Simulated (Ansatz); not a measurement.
# ReSbN (P4/nmm) in Ansatz: a series of runs

Runs on ReSbN. Level: LDA+U. Tasks: relaxation of cell and atoms.

Program: Ansatz 0.2.0. These are calculated values, not measurements. Logs are shortened: lines on timing, memory, paths and dates and some standing lists are left out, and cuts for length are marked.

**1. The structure**

Symmetry: P4/nmm, No. 129, tetragonal system. The conventional cell has a = 3.432 Å, b = 3.432 Å, c = 8.593 Å, α = 90.00°, β = 90.00°, γ = 90.00°. Re (site symmetry 4mm) is surrounded by 4 N at 2.03 Å. Sb (site symmetry 4mm) has 4 Re at 3.01 Å and 4 N at 3.34 Å and 4 Sb at 3.43 Å as nearest neighbours. N (site symmetry -4m2) is surrounded by 4 Re at 2.03 Å.

The cell comes from a database or a generator and needn't be the stable form of this composition.

**2. Relaxation of cell and atoms, LDA+U**

input.yaml

```yaml
crystal:
  lattice:
    - [3.432123, 0.0, 0.0]
    - [0.0, 3.432123, 0.0]
    - [0.0, 0.0, 8.592627]
  atoms:
    - { symbol: Re, position: [0.0, 0.5, 0.873241] }
    - { symbol: Re, position: [0.5, 0.0, 0.126759] }
    - { symbol: Sb, position: [0.0, 0.5, 0.333458] }
    - { symbol: Sb, position: [0.5, 0.0, 0.666542] }
    - { symbol: "N", position: [0.0, 0.0, 0.0] }
    - { symbol: "N", position: [0.5, 0.5, 0.0] }
hamiltonian:
  xc: lda
  pseudopotentials: { kind: paw }
  hubbard: { sites: [{ species: Re, l: d, u_eff: 3.0 }] }
kpoints:
  mp_grid: { grid: [8, 8, 3] }
scf:
  occupations: { method: fermi_dirac, width: 0.05 }
output:
  forces: true
  stress: true
  eigenvalues: true
relax:
  f_tol: 0.01
  max_steps: 40
  cell: { stress_tol: 0.05 }
```

Potentials or basis: Ansatz PAW.

Run with:

```console
$ ansatz run input.yaml --threads 2 --pin off --max-ram 5632MiB --backend cpu --events-out ev --progress --plain --runs-dir out
```

The program printed:

```text
Warning: RAYON_NUM_THREADS=2 ignored (pool sized by the plan → 2); use --threads N
Re: projections on atomic orbitals take those of the free atom [Kr 4d10 4f14] 5s2 5p6 5d5 6s2, of charge +0.00 (hamiltonian.pseudopotentials.projection_atoms); the dataset's partial waves leave at most 7.1e-5 of an orbital's norm unspanned inside its sphere
Sb: projections on atomic orbitals take those of the free atom [Kr] 4d10 5s2 5p3, of charge +0.00 (hamiltonian.pseudopotentials.projection_atoms); the dataset's partial waves leave at most 3.6e-6 of an orbital's norm unspanned inside its sphere
N: projections on atomic orbitals take those of the free atom [He] 2s2 2p3, of charge +0.00 (hamiltonian.pseudopotentials.projection_atoms); the dataset's partial waves leave at most 9.3e-9 of an orbital's norm unspanned inside its sphere
Engine: ansatz 0.2.0, aarch64-unknown-linux-gnu
Pseudopotentials: kind: paw
Pseudopotential: Re, paw, valence charge 15, recommended cutoff 420 eV (normal), Re.paw.azcp
Pseudopotential: Sb, paw, valence charge 15, recommended cutoff 420 eV (normal), Sb.paw.azcp
Pseudopotential: N, paw, valence charge 5, recommended cutoff 420 eV (normal), N.paw.azcp
Functional definition: SPW92
  exchange = slater_x
  correlation = pw_c
Crystal: 6 atoms, lattice volume = 101.217 Å³
Basis set: ecut = 420 eV, 1969 PW (Γ)
Bands: 42, of which v1, the nominal top of the filled ones, is band 35 counted from 1 (34 counted from 0)
Symmetry: 16 space group operations
Space group: P4/nmm (ITA 129), of the structure as read, at distance tolerance 4.7e-5 Å
k-points: 30 of 192
Non-local potential: Re, projectors of the file, l = 0: 3, l = 1: 2, l = 2: 2, l = 3: 1
Non-local potential: Sb, projectors of the file, l = 0: 2, l = 1: 2, l = 2: 2, l = 3: 2
Non-local potential: N, projectors of the file, l = 0: 2, l = 1: 2, l = 2: 1
PAW form: soft (Blöchl's): semilocal exchange-correlation on the pseudo side does not see the compensation charge
PAW frozen core: Re, regenerated for the run's functional, and the local potential with it (the file was generated under x = pbe(κ = 0.804, μ = 0.2195149727645171), c = pbe(β = 0.06672455060314922))
PAW frozen core: Sb, regenerated for the run's functional, and the local potential with it (the file was generated under x = pbe(κ = 0.804, μ = 0.2195149727645171), c = pbe(β = 0.06672455060314922))
PAW frozen core: N, regenerated for the run's functional, and the local potential with it (the file was generated under x = pbe(κ = 0.804, μ = 0.2195149727645171), c = pbe(β = 0.06672455060314922))
PAW one-centre angular grid: Re, 590 points (default); XC on 64 Gauss nodes
PAW one-centre angular grid: Sb, 590 points (default); XC on 64 Gauss nodes
PAW one-centre angular grid: N, 110 points (default); XC on 64 Gauss nodes
Initial density: superposition of atomic densities (chi_scale 0.1, normalization cell, long waves of neutral atoms under a Hubbard term (reshape's long-wave potential 1.08 eV rms, cloud 2.22 Å wide))
Initial wavefunctions: pseudopotential atomic-orbital guess
Functional: x = slater, c = lda
iter 1 solved again at ethr=1.39e-3 eV; its pass at ethr=3.10e-3 eV (dr2=9.73e-1 eV) is discarded
SCF iter   1: F=—  HF=-34625.788184 eV  |F-HF|=—  |Δ(HF+E_count)|=         —  Δρ=4.12e-2  dr2=9.74e-1  ethr=1.39e-3  ⟨swp⟩=1.0  Hψ=6026  notcnv=0
preconditioner: auto → Kerker (q_TF=auto, 2.566 Å⁻¹)  [metal: Δε(μ)=0.037 eV  Ē_g=8.175 eV  σ=0.050 eV  W_gap=0.18  n_scr=26 (ndim 8)  ℏωp=21.5 eV  f_vac=0.000  D(μ)=1.74/eV (n_scr^D=4)]
SCF iter   2: F=—  HF=-34626.075056 eV  |F-HF|=—  |Δ(HF+E_count)|=   2.87e-1  Δρ=2.57e-2  dr2=5.58e-1  ethr=1.39e-3  ⟨swp⟩=2.1  Hψ=1787  notcnv=0
SCF iter   3: F=—  HF=-34626.208644 eV  |F-HF|=—  |Δ(HF+E_count)|=   1.34e-1  Δρ=1.21e-2  dr2=1.82e-1  ethr=7.97e-4  ⟨swp⟩=2.0  Hψ=1705  notcnv=0  defer=36
SCF iter   4: F=—  HF=-34626.190006 eV  |F-HF|=—  |Δ(HF+E_count)|=   1.86e-2  Δρ=2.48e-3  dr2=1.41e-2  ethr=2.60e-4  ⟨swp⟩=2.0  Hψ=1910  notcnv=0  defer=36
SCF iter   5: F=—  HF=-34626.189440 eV  |F-HF|=—  |Δ(HF+E_count)|=   5.67e-4  Δρ=8.71e-4  dr2=3.92e-3  ethr=2.01e-5  ⟨swp⟩=2.3  Hψ=2136  notcnv=0  defer=36
SCF iter   6: F=—  HF=-34626.188902 eV  |F-HF|=—  |Δ(HF+E_count)|=   5.38e-4  Δρ=4.72e-4  dr2=5.60e-4  ethr=5.60e-6  ⟨swp⟩=2.0  Hψ=1414  notcnv=0  defer=36
SCF iter   7: F=—  HF=-34626.188800 eV  |F-HF|=—  |Δ(HF+E_count)|=   1.02e-4  Δρ=1.15e-4  dr2=2.25e-5  ethr=8.00e-7  ⟨swp⟩=2.0  Hψ=1582  notcnv=0  defer=36
SCF iter   8: F=—  HF=-34626.188802 eV  |F-HF|=—  |Δ(HF+E_count)|=   1.72e-6  Δρ=3.91e-5  dr2=6.05e-6  ethr=3.22e-8  ⟨swp⟩=2.1  Hψ=1792  notcnv=0  defer=36
SCF iter   9: F=—  HF=-34626.188801 eV  |F-HF|=—  |Δ(HF+E_count)|=   5.50e-7  Δρ=1.44e-5  dr2=4.39e-7  ethr=8.65e-9  ⟨swp⟩=2.0  Hψ=1464  notcnv=0  defer=36
SCF iter  10: F=-34626.188801 eV  HF=-34626.188801 eV  |F-HF|=7.61e-8  |Δ(HF+E_count)|=   6.65e-8  Δρ=7.93e-6  dr2=9.08e-8  ethr=1.43e-10  ⟨swp⟩=8.9  Hψ=4730  notcnv=0
SCF 1 converged in 10 iterations: F = -34626.188801 eV  dr2 = 9.08e-8
[... 77 lines left out ...]
Crystal: 6 atoms, lattice volume = 94.903 Å³
iter 1 solved again at ethr=8.20e-8 eV; its pass at ethr=3.10e-3 eV (dr2=5.74e-5 eV) is discarded
SCF iter   1: F=—  HF=-34626.384412 eV  |F-HF|=—  |Δ(HF+E_count)|=         —  Δρ=1.92e-4  dr2=5.40e-5  ethr=8.20e-8  ⟨swp⟩=2.1  Hψ=5697  notcnv=0
preconditioner: auto → Kerker (q_TF=auto, 2.593 Å⁻¹)  [metal: Δε(μ)=0.047 eV  Ē_g=8.601 eV  σ=0.050 eV  W_gap=0.22  n_scr=26 (ndim 8)  ℏωp=22.2 eV  f_vac=0.000  D(μ)=1.52/eV (n_scr^D=4)]
SCF iter   2: F=—  HF=-34626.384415 eV  |F-HF|=—  |Δ(HF+E_count)|=   2.64e-6  Δρ=1.02e-4  dr2=1.89e-5  ethr=7.71e-8  ⟨swp⟩=1.1  Hψ=1264  notcnv=0
SCF iter   3: F=—  HF=-34626.384406 eV  |F-HF|=—  |Δ(HF+E_count)|=   9.30e-6  Δρ=4.87e-5  dr2=5.37e-6  ethr=2.69e-8  ⟨swp⟩=2.0  Hψ=1379  notcnv=0
SCF iter   4: F=—  HF=-34626.384405 eV  |F-HF|=—  |Δ(HF+E_count)|=   8.59e-7  Δρ=1.73e-5  dr2=6.54e-7  ethr=7.67e-9  ⟨swp⟩=2.0  Hψ=1630  notcnv=0
SCF iter   5: F=—  HF=-34626.384405 eV  |F-HF|=—  |Δ(HF+E_count)|=   1.25e-7  Δρ=6.83e-6  dr2=5.06e-8  ethr=9.35e-10  ⟨swp⟩=2.0  Hψ=1608  notcnv=0
SCF iter   6: F=-34626.384405 eV  HF=-34626.384405 eV  |F-HF|=9.31e-10  |Δ(HF+E_count)|=   5.35e-9  Δρ=1.21e-6  dr2=2.15e-9  ethr=6.36e-11  ⟨swp⟩=4.0  Hψ=3913  notcnv=0
SCF 8 converged in 6 iterations: F = -34626.384405 eV  dr2 = 2.15e-9
relax step   8: F+E_penalty+E_count = -34626.38440476 eV  Δ(F+E_penalty+E_count) = -2.710e-4 eV  max|allowed force component| = 4.959e-4 eV/Å  Δτ_max = 0.0020 Å  P = -0.002 GPa  Ω = 94.903 Å³  energy of the carried Pulay correction = +2.206e-4 eV  (6 SCF iters, dr2 threshold 4.45e-8 eV, accepted)
iter 1 solved again at ethr=5.29e-8 eV; its pass at ethr=3.10e-3 eV (dr2=3.71e-5 eV) is discarded
SCF iter   1: F=—  HF=-34626.384140 eV  |F-HF|=—  |Δ(HF+E_count)|=         —  Δρ=7.49e-6  dr2=1.11e-8  ethr=5.29e-8  ⟨swp⟩=4.0  Hψ=8407  notcnv=0
SCF iter   2: F=—  HF=-34626.384139 eV  |F-HF|=—  |Δ(HF+E_count)|=   1.97e-7  Δρ=3.71e-6  dr2=2.82e-9  ethr=1.59e-11  ⟨swp⟩=3.0  Hψ=2479  notcnv=0
SCF iter   3: F=—  HF=-34626.384139 eV  |F-HF|=—  |Δ(HF+E_count)|=  4.80e-10  Δρ=9.81e-7  dr2=5.54e-10  ethr=4.03e-12  ⟨swp⟩=1.0  Hψ=1261  notcnv=0
SCF iter   4: F=—  HF=-34626.384139 eV  |F-HF|=—  |Δ(HF+E_count)|=  2.18e-11  Δρ=2.19e-7  dr2=1.71e-10  ethr=1.00e-12  ⟨swp⟩=1.7  Hψ=1399  notcnv=0
SCF iter   5: F=-34626.384139 eV  HF=-34626.384139 eV  |F-HF|=5.09e-11  |Δ(HF+E_count)|=  2.18e-11  Δρ=1.59e-7  dr2=4.46e-11  ethr=1.00e-12  ⟨swp⟩=4.4  Hψ=4032  notcnv=0
SCF 9 converged in 5 iterations: F = -34626.384139 eV  dr2 = 4.46e-11
relax step   9: F+E_penalty+E_count = -34626.38413937 eV  Δ(F+E_penalty+E_count) = +2.654e-4 eV  max|allowed force component| = 5.100e-4 eV/Å  Δτ_max = 0.0000 Å  P = -0.003 GPa  Ω = 94.903 Å³  stress off target by 5.93e-3 GPa  SCF on the basis re-selected at this cell (its energy is not comparable with the rows above)  (5 SCF iters)
basis re-selected at this cell: Δ(F+E_penalty+E_count) = +2.654e-4 eV, ΔP = -0.001 GPa vs the last step (what re-selecting the basis moved, of the pressure what is left beyond the Pulay correction that the steps carried, after the strain that the cell walked since its last selection, with what the two solves' SCF thresholds leave and, on support functions, any second-order correction that the steps lacked; it is no measure of the basis error at this ecutwfc). This SCF's stress stands 5.93e-3 GPa from its target on what of the cell is left free (relax.cell.stress_tol is 5.00e-2 GPa) and its largest allowed force component is 5.10e-4 eV/Å (relax.f_tol is 1.00e-2 eV/Å): within both
SCF converged after 5 iterations
Free energy (F): -34626.384139 eV
Harris-Foulkes:  -34626.384139 eV  (|F-HF|=5.09e-11)
Internal energy: -34626.371425 eV  (E = F + TS)
E sigma→0 (E₀):  -34626.377782 eV
Entropy (-TS):   -0.012715 eV (-2.119 meV/atom)
Fermi energy:    15.093390 eV
--- Per-component energies (eV) ---
  E_band       = -538.276916
  E_kinetic    = 1769.179508
  E_local      = -6337.788329  (includes V_loc(G=0)·N_el)
  E_nonlocal   = 939.670522
  E_hartree    = 2690.217545
  E_xc         = -1197.090763
  E_vxc        = -957.052774  (∫ρ·V_xc dr)
  E_hubbard    = 6.734289  (on-site DFT+U / exact-exchange correction)
  E_vhub       = -3.783381  (the Hubbard potential's part of the band-sum identity)
  E_paw        = -25894.515495  (= ΣΔE_a)
  E_vpaw       = -1328.937754  (= ΣTr[D̂ρ^β])
  E_aug_tail   = 0.000035  (compensation charges beyond the density's cutoff)
  E_ewald      = -6604.694625
  E_core_change = 1.915887  (= ΣΔE_core)
  E_smearing   = -0.012715  (= −TS)
  E_closure    = -0.000000  (closes the sum)
  Σ components = -34626.384139   (vs F -34626.384139, Δ=0.00e0)
--- Forces (eV/Å), atoms counted from 1 ---
  atom   1  Re     0.00000000     0.00000000    -0.00051000
  atom   2  Re     0.00000000     0.00000000     0.00051000
  atom   3  Sb     0.00000000     0.00000000    -0.00001697
  atom   4  Sb     0.00000000     0.00000000     0.00001697
  atom   5  N      0.00000000     0.00000000    -0.00000000
  atom   6  N      0.00000000     0.00000000     0.00000000
  max |Σ_I F_I| component: 0.00e0 eV/Å
--- Stress (GPa, compression-positive) ---
       -0.001979       0.000000       0.000000
        0.000000      -0.001979       0.000000
        0.000000       0.000000      -0.005935
  P = ⅓ Tr σ = -0.0033 GPa (-0.033 kbar)
--- Band table (eV; the first three rows and the last of 30) ---
  k-point 0: bands = ["-64.8803", "-64.8683", "-26.9083", "-26.9083", "-26.8300", "-26.8242", "-26.8242", "-26.6456", "-13.6124", "-13.6063", "-13.5352", "-13.5303", "-13.5084", "-13.5069", "-13.5069", "-13.5034", "-13.4900", "-13.4900", "-2.4069", "0.7304", "3.8079", "3.9514", "7.3778", "7.3778", "7.5219", "8.2382", "11.1457", "11.7106", "11.7106", "13.5750", "13.9269", "14.7806", "15.3698", "15.6210", "15.6210", "16.7291", "16.9568", "17.0202", "17.0202", "20.4330", "20.4330", "20.5773"]
  k-point 1: bands = ["-64.8803", "-64.8683", "-26.9083", "-26.9083", "-26.8300", "-26.8242", "-26.8242", "-26.6456", "-13.6124", "-13.6063", "-13.5352", "-13.5303", "-13.5082", "-13.5069", "-13.5069", "-13.5036", "-13.4900", "-13.4900", "-2.4044", "0.7304", "3.2991", "4.7928", "6.8786", "7.3783", "7.3783", "8.2377", "11.6962", "11.6962", "12.0213", "13.4302", "13.5750", "14.7806", "15.5934", "15.9134", "15.9134", "16.3263", "16.6564", "16.6564", "16.7491", "19.8142", "19.8142", "20.3381"]
  k-point 2: bands = ["-64.8794", "-64.8683", "-26.9249", "-26.9040", "-26.8720", "-26.8263", "-26.7938", "-26.6480", "-13.6043", "-13.5987", "-13.5379", "-13.5336", "-13.5108", "-13.5060", "-13.5037", "-13.5011", "-13.4932", "-13.4906", "-2.2607", "0.6394", "3.9532", "4.1577", "7.3273", "7.4511", "7.9227", "8.3201", "10.8789", "11.1594", "12.1918", "13.7164", "13.8931", "13.8944", "14.3148", "16.0492", "16.0727", "16.3053", "16.6678", "17.1230", "17.2915", "19.3033", "19.8831", "20.5179"]
  k-point 29: bands = ["-64.8691", "-64.8691", "-27.0451", "-27.0451", "-26.9010", "-26.9010", "-26.7128", "-26.7128", "-13.5760", "-13.5760", "-13.5312", "-13.5312", "-13.5057", "-13.5057", "-13.4970", "-13.4970", "-13.4647", "-13.4647", "-0.1261", "-0.1261", "5.6888", "5.6888", "8.2239", "8.2239", "10.5327", "10.5327", "11.0916", "11.0916", "11.3464", "11.3464", "12.0526", "12.0526", "13.5692", "13.5692", "14.3469", "14.3469", "16.2478", "16.2478", "17.1193", "17.1193", "18.2462", "18.2462"]
Occupation matrices written to <dir>
--- Relaxed structure (7 steps of the walk, 7 accepted, 2 SCFs on fresh bases) ---
  F+E_penalty+E_count = -34626.38413937 eV   max|allowed force component| = 5.100e-4 eV/Å   (the final SCF, on the basis selected at the relaxed cell)
  cell:  # Å, volume = 94.9032 Å³
    - [3.367652687688146, 1.102552363800841e-34, 0.0]
    - [1.102552363800841e-34, 3.367652687688146, 0.0]
    - [0.0, 0.0, 8.368092657886562]
  atoms:
    - { symbol: Re, position: [5.118286139129707e-35, 0.5, 0.8717282109148724] }
    - { symbol: Re, position: [0.5, -1.5015100665112838e-35, 0.1282717890851275] }
    - { symbol: Sb, position: [-7.924027577282179e-35, 0.5, 0.33484751879481445] }
    - { symbol: Sb, position: [0.5, -4.383970997113211e-37, 0.6651524812051854] }
    - { symbol: N, position: [2.8386212206308223e-35, 1.7535883988452956e-36, -1.5141383502188632e-19] }
    - { symbol: N, position: [0.5, 0.5, -1.5141383502188637e-19] }
```

Run time: 45 s. Hardware: 2 threads of Arm Neoverse V1, shared host; peak memory 0.52 GiB.

Results:

- Free energy: -34626.3841 eV
- Relaxed volume: 15.82 Å³/atom
- Relaxed cell: a = 3.368 Å, b = 3.368 Å, c = 8.368 Å, α = 90.00°, β = 90.00°, γ = 90.00°
- Space group after relaxing (to 0.05 Å): P4/nmm (No. 129)
- Energy gained by relaxing: 32.6 meV/atom
- Ionic steps: 9
- Pressure after relaxing: 0.0 GPa
- Band gap on the k mesh: none (metal or under the smearing width)

The path:
```csv
step,energy change (eV),largest force (eV/Å),volume (Å³)
1,0.0000,0.8975,101.22
2,-0.0480,0.9740,90.97
3,-0.2005,0.1030,95.51
4,-0.2034,0.0604,95.21
5,-0.2045,0.0103,94.93
6,-0.2043,0.0025,95.02
7,-0.1953,0.0020,95.02
8,-0.1956,0.0005,94.90
9,-0.1953,0.0005,94.90
```

Final structure:
```xyz
6
Lattice="3.3677 0.0000 0.0000 0.0000 3.3677 0.0000 0.0000 0.0000 8.3681" Properties=species:S:1:pos:R:3 pbc="T T T"
Re    0.0000    1.6838    7.2947
Re    1.6838    0.0000    1.0734
Sb    0.0000    1.6838    2.8020
Sb    1.6838    0.0000    5.5661
N     0.0000    0.0000    0.0000
N     1.6838    1.6838    0.0000
```

Eigenvalues of the final occupation matrices:
```csv
site,spin,trace,eigenvalues
site 1,1,2.88,0.41 0.49 0.49 0.73 0.75
site 2,1,2.88,0.41 0.49 0.49 0.73 0.75
```

Caveat: the plane-wave basis is chosen anew once the cell has moved, so the energies of steps on either side of that aren't comparable; the pressure holds a Pulay correction of +0.3 GPa for the finite cutoff; U without spin polarisation on a metal has little footing; the PAW data sets come from PBE, with cores solved anew for the run's functional, which leaves a small shift of forces and pressure. Spin-orbit coupling is left out, which matters for the levels of Re, Sb.

**3. Relaxation of cell and atoms, LDA+U**

Changes to input.yaml since step 2:

```diff
@@ -15,3 +15,3 @@
   pseudopotentials: { kind: paw }
-  hubbard: { sites: [{ species: Re, l: d, u_eff: 3.0 }] }
+  hubbard: { sites: [{ species: Re, l: d, u_eff: 4.0 }] }
 kpoints:
```

Potentials or basis: Ansatz PAW.

Run with:

```console
$ ansatz run input.yaml --threads 2 --pin off --max-ram 5632MiB --backend cpu --events-out ev --progress --plain --runs-dir out
```

It took 40 s on 2 threads of Arm Neoverse V1, shared host; peak memory 0.52 GiB.

Results (log left out):

```yaml
Free_energy: -34624.1578 eV
Relaxed_volume: 15.80 Å³/atom
Relaxed_cell: a = 3.369 Å, b = 3.369 Å, c = 8.354 Å, α = 90.00°, β = 90.00°, γ = 90.00°
Space_group_after_relaxing_to_0.05_Å: P4/nmm (No. 129)
Energy_gained_by_relaxing: 32.0 meV/atom
Ionic_steps: 8
Pressure_after_relaxing: 0.0 GPa
Band_gap_on_the_k_mesh: none (metal or under the smearing width)
```

The path:
```
step  energy change (eV)  largest force (eV/Å)  volume (Å³)
   1              0.0000                0.8351       101.22
   2             -0.0630                0.9364        91.16
   3             -0.1979                0.1128        95.32
   4             -0.2002                0.0790        95.17
   5             -0.2015                0.0066        94.88
   6             -0.1924                0.0072        94.88
   7             -0.1925                0.0001        94.82
   8             -0.1923                0.0001        94.82
```

Final structure:
```
CELL_PARAMETERS angstrom
3.36886 0.00000 0.00000
0.00000 3.36886 0.00000
0.00000 0.00000 8.35437
ATOMIC_POSITIONS crystal
Re 0.00000 0.50000 0.87140
Re 0.50000 0.00000 0.12860
Sb 0.00000 0.50000 0.33508
Sb 0.50000 0.00000 0.66492
N 0.00000 0.00000 0.00000
N 0.50000 0.50000 0.00000
```

Levels at points of the mesh, in eV from the Fermi level:
```tsv
k point	band 33	band 34	band 35	band 36	band 37	band 38
(0.00, 0.00, 0.00)	0.25	0.59	0.59	1.83	1.94	2.02
(0.00, -0.50, 0.00)	-1.28	-1.28	0.14	0.14	2.98	2.98
(-0.50, -0.50, 0.00)	-1.87	-1.87	-0.75	-0.75	1.53	1.53
```

Eigenvalues of the final occupation matrices:
| site | spin | trace | eigenvalues |
| --- | --- | --- | --- |
| site 1 | 1 | 2.89 | 0.40 0.48 0.48 0.74 0.78 |
| site 2 | 1 | 2.89 | 0.40 0.48 0.48 0.74 0.78 |

Caveat: the plane-wave basis is chosen anew once the cell has moved, so the energies of steps on either side of that aren't comparable; the pressure holds a Pulay correction of +0.3 GPa for the finite cutoff; U without spin polarisation on a metal has little footing; the PAW data sets come from PBE, with cores solved anew for the run's functional, which leaves a small shift of forces and pressure.

(Part 1 of 2 ends here.)
